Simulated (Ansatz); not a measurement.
# Zn2SnS3: the cost of one run

Method: DFT PBE, scalar-relativistic, plane waves, PAW, in Ansatz 0.2.0.

## Step 1: The structure to begin with

The structure is hexagonal, space group P-62m (No. 189). The conventional cell has a = 6.278 Å, b = 6.278 Å, c = 3.400 Å, α = 90.00°, β = 90.00°, γ = 120.00°. Zn (site symmetry -6) has 6 S at 2.64 Å as nearest neighbours. Sn (site symmetry -62m) is surrounded by 6 S at 2.82 Å. Around S (site symmetry m2m) lie 4 Zn at 2.64 Å and 2 Sn at 2.82 Å.

As a file:

```
Zn Sn S
1.0
     6.27848    0.00000    0.00000
    -3.13924    5.43732    0.00000
     0.00000    0.00000    3.40001
Zn Sn S
2 1 3
Direct
  0.66667 0.33333 0.00000
  0.33333 0.66667 0.00000
  0.00000 0.00000 0.00000
  0.00000 0.35831 0.50000
  0.64169 0.64169 0.50000
  0.35831 0.00000 0.50000
```

It is the end of an earlier relaxation with the same method, starting from a generated guess, and another structure or a mixture of phases may lie lower. At a tolerance of 0.05 Å it has space group P-62m (No. 189); it has 19.34 Å³/atom, an uncorrected energy of -0.25 eV/atom over the elements.

## Step 2: Electronic structure at the relaxed geometry

Contents of input.yaml:

```yaml
crystal:
  lattice:
    - [6.2784758081, 0.0, 0.0]
    - [-3.139237904, 5.4373195469, 0.0]
    - [0.0, 0.0, 3.4000063706]
  atoms:
    - { symbol: Zn, position: [0.6666666667, 0.3333333333, 0.0] }
    - { symbol: Zn, position: [0.3333333333, 0.6666666667, 0.0] }
    - { symbol: Sn, position: [0.0, 0.0, 0.0] }
    - { symbol: S, position: [0.0, 0.358310216, 0.5] }
    - { symbol: S, position: [0.641689784, 0.641689784, 0.5] }
    - { symbol: S, position: [0.358310216, 0.0, 0.5] }
basis:
  ecutwfc: 420
kpoints:
  mp_grid: { grid: [6, 6, 12] }
  band_path:
    path:
      - [[0.0, 0.0, 0.0], [0.5, 0.0, 0.0], [0.33333333, 0.33333333, 0.0], [0.0, 0.0, 0.0], [0.0, 0.0, 0.5], [0.5, 0.0, 0.5], [0.33333333, 0.33333333, 0.5], [0.0, 0.0, 0.5]]
      - [[0.5, 0.0, 0.5], [0.5, 0.0, 0.0]]
      - [[0.33333333, 0.33333333, 0.5], [0.33333333, 0.33333333, 0.0]]
    npoints: 14
hamiltonian:
  xc: pbe
scf:
  occupations: { method: gaussian, width: 0.1 }
  n_extra_bands: 15
output:
  forces: true
  stress: true
  eigenvalues: true
  populations: true
  dos: { projected: true, de: 0.02, nscf_kmesh: { grid: [8, 8, 15] } }
  bader: true
  write_density: true
  write_potential: true
  elf: true
  volumetric_format: npy
```

Started as:

```bash
$ ansatz run input.yaml --threads 1 --pin off --max-ram 2560MiB --backend cpu --events-out ev --progress --plain --runs-dir out
```

What time and memory should one allow on 1 thread of Intel Xeon at 2.70GHz, shared host?

About 2.3 min, with a peak of 0.67 GiB.
